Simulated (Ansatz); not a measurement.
# In2B: the cost of one run

Method: DFT PBE, scalar-relativistic, plane waves, PAW, in Ansatz 0.2.0.

## Step 1: Starting point

The structure is tetragonal, space group I4_1/amd (No. 141). The conventional cell has a = 3.999 Å, b = 3.999 Å, c = 13.903 Å, α = 90.00°, β = 90.00°, γ = 90.00°. Around In (site symmetry 2mm) lie 3 In at 2.31 to 2.32 Å and 6 B at 3.06 Å. Around B (site symmetry -4m2) lie 12 In at 3.06 Å.

Structure file:

```xyz
6
Lattice="-1.9993 1.9993 6.9515 1.9993 -1.9993 6.9515 1.9993 1.9993 -6.9515" Properties=species:S:1:pos:R:3 pbc="T T T"
In    0.0000    0.0000    5.7906
In    1.9993    0.0000    2.3149
In    1.9993    0.0000    4.6367
In    0.0000    0.0000    8.1124
B     0.0000    0.0000    0.0000
B     0.0000    1.9993    3.4758
```

This is candidate A: ThSi2 type (I4_1/amd, No. 141).

(A quick probe on a coarse mesh, which set the mesh and smearing, is not shown.)

## Step 3: Coarse relaxation (candidate A)

Input file input.yaml:

```yaml
crystal:
  lattice:
    - [-1.9992964749, 1.9992964749, 6.9515044181]
    - [1.9992964749, -1.9992964749, 6.9515044181]
    - [1.9992964749, 1.9992964749, -6.9515044181]
  atoms:
    - { symbol: In, position: [0.4165, 0.4165, 0.0] }
    - { symbol: In, position: [0.1665, 0.6665, 0.5] }
    - { symbol: In, position: [0.3335, 0.8335, 0.5] }
    - { symbol: In, position: [0.5835, 0.5835, 0.0] }
    - { symbol: B, position: [0.0, 0.0, 0.0] }
    - { symbol: B, position: [0.75, 0.25, 0.5] }
basis:
  ecutwfc: 420
kpoints:
  mp_grid: { grid: [6, 6, 6] }
hamiltonian:
  xc: pbe
scf:
  occupations: { method: gaussian, width: 0.1 }
  lower_state_search: "off"
output:
  forces: true
  stress: true
  eigenvalues: true
relax:
  adjacent_minimum: "off"
  f_tol: 0.04
  max_steps: 70
  cell: { stress_tol: 0.4 }
```

Started as:

```console
$ ansatz run input.yaml --threads 1 --pin off --max-ram 2560MiB --backend cpu --events-out ev --progress --plain --runs-dir out
```

What time and memory should one allow on 1 thread of Arm Neoverse V1, shared host?

About 3.5 min, with a peak of 0.42 GiB.
